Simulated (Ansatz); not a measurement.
# Mo2W3: the cost of one run

Program: Ansatz 0.2.0. Level of theory: DFT PBE, scalar-relativistic, plane waves, PAW. These are calculated values, not measurements.

2 further runs of the same task are left out: 2 that didn't finish.

### Step 1. Starting point

Symmetry: Fmmm, No. 69, orthorhombic system. The conventional cell has a = 3.173 Å, b = 4.492 Å, c = 22.452 Å, α = 90.00°, β = 90.00°, γ = 90.00°. Mo (site symmetry mm2) is surrounded by 6 Mo at 2.74 to 2.75 Å and 2 W at 2.75 Å. W (site symmetry mm2) is surrounded by 2 Mo at 2.75 Å and 6 W at 2.75 to 2.76 Å. Around W (site symmetry mmm) lie 8 W at 2.75 to 2.76 Å.

Structure file:

```xyz
5
Lattice="0.0000 2.2461 11.2261 1.5867 0.0000 11.2261 1.5867 2.2461 0.0000" Properties=species:S:1:pos:R:3 pbc="T T T"
Mo    1.5867    2.2461    4.4971
Mo    1.5867    2.2461   17.9551
W     1.5867    2.2461    8.9693
W     0.0000    0.0000    0.0000
W     1.5867    2.2461   13.4829
```

It is the end of an earlier relaxation with the same method, from a generated guess; it needn't be the stable form of this composition. At a tolerance of 0.05 Å it has space group Fmmm (No. 69); it has 16.00 Å³/atom, an uncorrected energy of +0.01 eV/atom over the elements and, on its mesh, gap none (metal).

### Step 2. Volume × 0.97

input.yaml reads:

```yaml
crystal:
  lattice:
    - [0.0, 2.2234220816, 11.1127300515]
    - [1.5706475626, 0.0, 11.1127300515]
    - [1.5706475626, 2.2234220816, 0.0]
  atoms:
    - { symbol: Mo, position: [0.2002979772, 0.2002979772, 0.7997020228] }
    - { symbol: Mo, position: [0.7997020228, 0.7997020228, 0.2002979772] }
    - { symbol: W, position: [0.3994838128, 0.3994838128, 0.6005161872] }
    - { symbol: W, position: [0.0, 0.0, 0.0] }
    - { symbol: W, position: [0.6005161872, 0.6005161872, 0.3994838128] }
basis:
  ecutwfc: 420
kpoints:
  mp_grid: { grid: [14, 14, 14] }
hamiltonian:
  xc: pbe
scf:
  occupations: { method: gaussian, width: 0.1 }
output:
  forces: true
  stress: true
  eigenvalues: true
  write_density: true
  write_potential: true
  elf: true
  volumetric_format: npy
relax:
  adjacent_minimum: "off"
  f_tol: 0.01
  max_steps: 30
  cell: { stress_tol: 0.1, fix: [volume] }
```

On the command line:

```console
ansatz run input.yaml --threads 4 --pin off --max-ram 8192MiB --backend cpu --events-out ev --progress --plain --runs-dir out
```

What time and memory should one allow on 4 threads of Arm Neoverse V2, shared host?

About 66 s, with a peak of 1.2 GiB.
